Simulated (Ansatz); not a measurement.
**CH₅BBrN: up Jacob's ladder to CCSD(T)**

The task here is to estimate one member of a computed series from the others.

Method: functionals in def2-TZVPP, the program's frozen cores in correlated methods; program: Ansatz 0.2.0, Gaussian basis.

Levels to be run: PBE-D4, r2SCAN-D4, PBE0-D4, B3LYP-D4, ωB97X-V, ωB97M-V, B2PLYP; CCSD(T)/def2-TZVPP; MP2/def2-QZVPP; extrapolation to the limit.

## The geometry

An earlier PBE0-D4 in a triple-zeta def2 set relaxation fixed the geometry.

SMILES `NBCBr`, 9 atoms, charge 0, spin multiplicity 1.

Atoms are counted from 1 here; the program's logs count them from 0.

Bond lengths: N1–B2 1.380 Å, N1–H5 1.009 Å, N1–H6 1.005 Å, B2–C3 1.573 Å, B2–H7 1.200 Å, C3–Br4 1.953 Å, C3–H8 1.091 Å, C3–H9 1.091 Å. Angles: B2–N1–H5 121.6°, B2–N1–H6 123.6°, H5–N1–H6 114.8°, N1–B2–C3 122.7°, N1–B2–H7 119.6°, C3–B2–H7 117.7°, B2–C3–Br4 114.8°, B2–C3–H8 111.5°, B2–C3–H9 111.5°, Br4–C3–H8 105.7°, Br4–C3–H9 105.7°, H8–C3–H9 107.1°.

Geometry (Å):

```
N    -0.3662    1.2819   -0.5155
B     0.4650    0.4538    0.2105
C     0.2103   -1.0915    0.3528
Br   -1.3747   -1.7490   -0.5789
H    -1.1832    0.9274   -0.9902
H    -0.2162    2.2701   -0.6163
H     1.4262    0.9143    0.7624
H     0.0806   -1.3805    1.3971
H     1.0466   -1.6726   -0.0392
```

Set-up of the first run:

in.yaml reads:

```yaml
crystal:
  periodic: [false, false, false]
  atoms:
    - {symbol: N, position_ang: [-0.366174, 1.281866, -0.515452]}
    - {symbol: B, position_ang: [0.465001, 0.453825, 0.210548]}
    - {symbol: C, position_ang: [0.210254, -1.091537, 0.352848]}
    - {symbol: Br, position_ang: [-1.374701, -1.748984, -0.578852]}
    - {symbol: H, position_ang: [-1.183236, 0.927386, -0.990194]}
    - {symbol: H, position_ang: [-0.216161, 2.270124, -0.616275]}
    - {symbol: H, position_ang: [1.426190, 0.914300, 0.762376]}
    - {symbol: H, position_ang: [0.080601, -1.380528, 1.397120]}
    - {symbol: H, position_ang: [1.046627, -1.672553, -0.039220]}
basis:
  gaussian: {orbitals: def2-TZVPP}
hamiltonian: {xc: pbe, dispersion: d4}
output: {forces: true, orbitals: {seedname: orbitals}}
```

Started as:

```sh
$ ansatz run in.yaml --threads 4 --pin off --events-out ev --progress --plain --max-ram 10444MiB
```

Steps of the session up to this table: PBE-D4 (GGA); r2SCAN-D4 (meta-GGA); PBE0-D4 (hybrid); B3LYP-D4 (hybrid); ωB97X-V (range-separated); ωB97M-V (range-separated); B2PLYP (double hybrid); CCSD(T) in def2-TZVPP; MP2 in def2-QZVPP.

One of the session's tables, all rows but one given; the rest of the session is left out.

| method | atomisation energy (kJ/mol) |
| --- | --- |
| PBE-D4 | 3327.0 |
| r2SCAN-D4 | ? |
| PBE0-D4 | 3271.6 |
| B3LYP-D4 | 3264.4 |
| ωB97X-V | 3256.1 |
| ωB97M-V | 3263.5 |
| B2PLYP | 3224.9 |
| HF/def2-TZVPP | 2378.2 |
| MP2/def2-TZVPP | 3210.4 |
| CCSD/def2-TZVPP | 3112.7 |
| CCSD(T)/def2-TZVPP | 3160.0 |
| MP2/CBS | 3296.8 |
| CCSD(T)/CBS | 3246.4 |

Estimate the missing values for r2SCAN-D4.

**Answer.** atomisation energy (kJ/mol): 3261.5. In the column «atomisation energy (kJ/mol)» it lies between ωB97X-V (3256.1) and ωB97M-V (3263.5).

Caveats from the session: Free atoms (1 N, 1 B, 1 C, 1 Br, 5 H) were run apart at each level; the atomisation energy is their sum less the molecule, without zero-point or spin-orbit terms.
